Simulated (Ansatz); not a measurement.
**Cs (Cs (111), 7 layers): how the settings move a single-point run**

Question: which choices in the input matter for Cs (Cs (111), 7 layers)?

Method: reference: DFT, PBEsol, all-electron LAPW, scalar-relativistic, in Ansatz 0.2.0.

1 further run of the same task is left out (it didn't finish).

## 1. The structure to begin with

It takes space group P-3m1 (No. 164, trigonal). The conventional cell has a = 8.549 Å, b = 8.549 Å, c = 30.470 Å, α = 90.00°, β = 90.00°, γ = 120.00°.

Structure file:

```
CELL_PARAMETERS angstrom
8.54891 0.00000 0.00000
-4.27446 7.40358 0.00000
0.00000 0.00000 30.47020
ATOMIC_POSITIONS crystal
Cs 0.00000 0.00000 0.32819
Cs 0.33333 0.66667 0.38546
Cs 0.66667 0.33333 0.44273
Cs 0.00000 0.00000 0.50000
Cs 0.33333 0.66667 0.55727
Cs 0.66667 0.33333 0.61454
Cs 0.00000 0.00000 0.67181
```

## 2. Reference

Input file input.yaml:

```yaml
crystal:
  lattice:
    - [8.548914004, 0.0, 0.0]
    - [-4.274457002, 7.4035767022, 0.0]
    - [0.0, 0.0, 30.4702]
  atoms:
    - { symbol: Cs, position: [0.0, 0.0, 0.3281888765] }
    - { symbol: Cs, position: [0.333333334, 0.666666666, 0.3854592509] }
    - { symbol: Cs, position: [0.666666667, 0.333333333, 0.4427296253] }
    - { symbol: Cs, position: [0.0, 0.0, 0.4999999997] }
    - { symbol: Cs, position: [0.333333334, 0.666666666, 0.5572703747] }
    - { symbol: Cs, position: [0.666666667, 0.333333333, 0.6145407491] }
    - { symbol: Cs, position: [0.0, 0.0, 0.6718111235] }
kpoints:
  mp_grid: { grid: [6, 6, 1] }
scf:
  occupations: { method: fermi_dirac, width: 0.1 }
hamiltonian:
  xc: pbesol
  pseudopotentials: { kind: all_electron, lapw: { basis_error: 0.001 } }
output:
  forces: true
  stress: true
  eigenvalues: true
  populations: true
  dos: { projected: true, de: 0.2, e_range: [-14, 8] }
efield:
  axis: 3
  amplitude: 0
  dipole_correction: true
```

Started as:

```bash
$ ansatz run input.yaml --threads 3 --pin off --max-ram 8192MiB --backend cpu --events-out ev --progress --plain --runs-dir out
```

## 3. Changing settings: lower_state_search off

input.yaml, as its differences from that of step 2:

```diff
@@ -17,2 +17,3 @@
   occupations: { method: fermi_dirac, width: 0.1 }
+  lower_state_search: "off"
 hamiltonian:
@@ -25,3 +26,2 @@
   populations: true
-  dos: { projected: true, de: 0.2, e_range: [-14, 8] }
 efield:
```

**Question.** What will these runs give? Wanted: for each run, ending; energy change; gap; force.

As calculated:

```tsv
run	ending	energy change	gap (eV)	force (eV/Å)	cycles	time
reference	converged	0	0.00	0.03	11	20 s
1: lower_state_search off	converged	0.0 meV/atom	0.00	0.03	11	21 s
```

Times don't compare one to one where runs were asked for different outputs or read a saved state (see the inputs); cycles may leave out searches for a lower state.

Residual by cycle in the longest SCF loop of each run; runs are numbered as in the table. The quantity is the density residual dr2, in eV.

```tsv
cycle	reference	run 1
1	2.95	2.95
2	0.196	0.196
3	0.149	0.149
4	0.0151	0.0151
5	6.6e-4	6.6e-4
6	4.8e-5	4.8e-5
7	1.7e-5	1.7e-5
8	1.9e-6	1.9e-6
9	6.6e-7	6.6e-7
10	1.4e-7	1.4e-7
11	4.9e-9	4.9e-9
```

The changed input (search for lower states) leaves the energy the same to the digits printed.
